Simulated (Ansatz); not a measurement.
# In3Ga6BP10: the cost of one run

All numbers below are computed with Ansatz 0.2.0 (DFT PBE, scalar-relativistic, plane waves, PAW).

### 1 Starting point

The cell holds 20 atoms (BGa6In3P10): a = 6.539 Å, b = 6.539 Å, c = 9.989 Å, α = 83.74°, β = 70.89°, γ = 70.53°.

The sites of an ideal zinc blende lattice, at a guessed lattice constant, take 6 Ga, 1 B, 3 In; 10 P (sublattices apart by semicolons), with a shake of 0.02 Å. Warren-Cowley parameters of the first shell (negative: unlike neighbours preferred): B-Ga -0.11, B-In -0.11, Ga-In -0.02. In a cell this small the draw can fall short of the order aimed at.

The coordinates stand in the first input below.

### 2 Relaxing on a coarse mesh

A cheap relaxation: coarse mesh, no symmetry, loose thresholds.

input.yaml

```yaml
crystal:
  lattice:
    - [2.66966764, 2.66966764, 5.33933528]
    - [-2.66966764, -2.66966764, 5.33933528]
    - [8.00900292, -5.33933528, 2.66966764]
  atoms:
    - { symbol: B, position: [0.3000503854, 0.4958697835, 0.4006537161] }
    - { symbol: P, position: [0.5732826784, 0.8749048937, 0.6002870841] }
    - { symbol: P, position: [0.4769524359, 0.3704037231, 0.7999683623] }
    - { symbol: P, position: [0.9720934023, 0.8758474502, 0.8004181631] }
    - { symbol: P, position: [0.3741356754, 0.8757830087, 0.003098772] }
    - { symbol: P, position: [0.779954757, 0.8763242285, 0.2019279499] }
    - { symbol: P, position: [0.6824199788, 0.3758875217, 0.3986446904] }
    - { symbol: P, position: [0.1739545436, 0.8777403484, 0.4006287785] }
    - { symbol: P, position: [0.0766376417, 0.3818212202, 0.6001374609] }
    - { symbol: P, position: [0.8729337029, 0.379716004, 0.0006964382] }
    - { symbol: P, position: [0.2719248185, 0.3737260675, 0.1974727987] }
    - { symbol: Ga, position: [0.0957525382, 0.4974601732, 0.8021575459] }
    - { symbol: Ga, position: [0.0033374261, 0.9938638777, 0.0031914737] }
    - { symbol: Ga, position: [0.3965757917, 0.0050369595, 0.2015076619] }
    - { symbol: Ga, position: [0.7013748624, 0.4960650675, 0.6000967731] }
    - { symbol: Ga, position: [0.5009432164, 0.4935235216, 0.0023363003] }
    - { symbol: Ga, position: [0.8945737855, 0.5036652336, 0.2021349489] }
    - { symbol: In, position: [0.2069284126, 0.0005013018, 0.5987826669] }
    - { symbol: In, position: [0.5981720609, 2.36619e-05, 0.799176141] }
    - { symbol: In, position: [0.8012261141, 0.0033679505, 0.3996663648] }
  symmetry: { detect: false }
basis:
  ecutwfc: 420
kpoints:
  mp_grid: { grid: [2, 2, 2], shift: [0.5, 0.5, 0.5] }
hamiltonian:
  xc: pbe
scf:
  occupations: { method: gaussian, width: 0.1 }
  lower_state_search: "off"
output:
  forces: true
  stress: true
  eigenvalues: true
relax:
  adjacent_minimum: "off"
  f_tol: 0.04
  max_steps: 50
  cell: { stress_tol: 0.3 }
```

Run with:

```
> ansatz run input.yaml --threads 4 --pin off --max-ram 9216MiB --backend cpu --events-out ev --progress --plain --runs-dir out
```

What time and memory should one allow on 4 threads of AMD EPYC 7R43 (Zen 3), shared host?

About 51 s, with a peak of 1.2 GiB.
